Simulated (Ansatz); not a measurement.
# C₂H₆SeSi: one species, many methods

Aim: compute C₂H₆SeSi with functionals from several rungs and with coupled cluster. The yardstick is the atomisation energy at the CCSD(T) limit.

Program: Ansatz 0.2.0, Gaussian basis. Level of theory: functionals in def2-TZVPP, the program's frozen cores in correlated methods. These are calculated values, not measurements.

The runs, in order: PBE-D4, r2SCAN-D4, PBE0-D4, B3LYP-D4, ωB97X-V, ωB97M-V, B2PLYP; CCSD(T)/def2-TZVPP; MP2/def2-QZVPP; extrapolation to the limit.

## Step 1: The relaxed structure

All runs share one geometry, relaxed beforehand with PBE0-D4 in a triple-zeta def2 set.

SMILES `C1[SiH2]C[Se]1`, 10 atoms, charge 0, spin multiplicity 1.

Atoms are counted from 1 here; the program's logs count them from 0.

Bond lengths: C1–Si2 1.880 Å, C1–Se4 1.980 Å, C1–H5 1.088 Å, C1–H6 1.089 Å, Si2–C3 1.880 Å, Si2–H7 1.486 Å, Si2–H8 1.491 Å, C3–Se4 1.980 Å, C3–H9 1.089 Å, C3–H10 1.088 Å. Angles: Si2–C1–Se4 88.9°, Si2–C1–H5 117.1°, Si2–C1–H6 116.6°, Se4–C1–H5 111.8°, Se4–C1–H6 110.5°, H5–C1–H6 110.1°, C1–Si2–C3 91.8°, C1–Si2–H7 111.0°, C1–Si2–H8 116.7°, C3–Si2–H7 111.0°, C3–Si2–H8 116.7°, H7–Si2–H8 108.7°, Si2–C3–Se4 88.9°, Si2–C3–H9 116.6°, Si2–C3–H10 117.1°, Se4–C3–H9 110.5°, Se4–C3–H10 111.8°, H9–C3–H10 110.1° and more.

## Step 2: PBE-D4 (GGA)

File in.yaml:

```yaml
crystal:
  periodic: [false, false, false]
  atoms:
    - {symbol: C, position_ang: [-0.993700, 0.495953, -0.854091]}
    - {symbol: Si, position_ang: [-0.172110, -0.887174, 0.119331]}
    - {symbol: C, position_ang: [1.130765, 0.284761, 0.801008]}
    - {symbol: Se, position_ang: [0.635848, 1.591082, -0.601523]}
    - {symbol: H, position_ang: [-1.196066, 0.307950, -1.906800]}
    - {symbol: H, position_ang: [-1.853119, 0.976053, -0.387677]}
    - {symbol: H, position_ang: [0.437654, -1.890669, -0.791406]}
    - {symbol: H, position_ang: [-1.020367, -1.600472, 1.117125]}
    - {symbol: H, position_ang: [0.943992, 0.697996, 1.791459]}
    - {symbol: H, position_ang: [2.170100, -0.026679, 0.715673]}
basis:
  gaussian: {orbitals: def2-TZVPP}
hamiltonian: {xc: pbe, dispersion: d4}
output: {forces: true, orbitals: {seedname: orbitals}}
```

Run with:

```bash
$ ansatz run in.yaml --threads 4 --pin off --events-out ev --progress --plain --max-ram 10444MiB
```

After this run come: r2SCAN-D4 (meta-GGA); PBE0-D4 (hybrid); B3LYP-D4 (hybrid); ωB97X-V (range-separated); ωB97M-V (range-separated); B2PLYP (double hybrid); CCSD(T) in def2-TZVPP; MP2 in def2-QZVPP.

**Question.** What will the summary of the whole plan be? Wanted: atomisation energy, CCSD(T)/CBS; farthest; mean size of error, hybrid; mean size of error, range-separated; gap, smallest and largest; T1 diagnostic; triples share of the correlation energy.

**Answer**, as computed:

```
                               quantity                                           value
        atomisation energy, CCSD(T)/CBS                                   3492.2 kJ/mol
 functionals within 34.9 kJ/mol (1.0 %)  r2SCAN-D4, PBE0-D4, B3LYP-D4, ωB97X-V, ωB97M-V
                               farthest                           B2PLYP (-54.9 kJ/mol)
             mean size of error, hybrid                                     10.9 kJ/mol
    mean size of error, range-separated                                      7.0 kJ/mol
              gap, smallest and largest             3.59 eV (PBE-D4), 9.90 eV (ωB97X-V)
                          T1 diagnostic                                          0.0100
triples share of the correlation energy                                           4.1 %
```

What this shows: PBE-D4 is off by +42.8 kJ/mol. Double hybrids carry the basis error of their MP2 part in triple zeta, and no dispersion term here, so their miss is partly the set-up's. Misses under about 34.9 kJ/mol are within the doubt on the reference itself, which lacks core-valence correlation, relativity and higher excitations, and its outer-core shells are covered unevenly. All levels share the lack of spin-orbit coupling, which lowers the free heavy atoms and so the true binding. Hartree-Fock recovers 73 % of the binding; the rest is correlation. The gap grows from 3.6 to 9.9 eV across the functionals, mostly with the share of exact exchange. Correlated methods include outer-core shells of Se, which these sets cover unevenly.
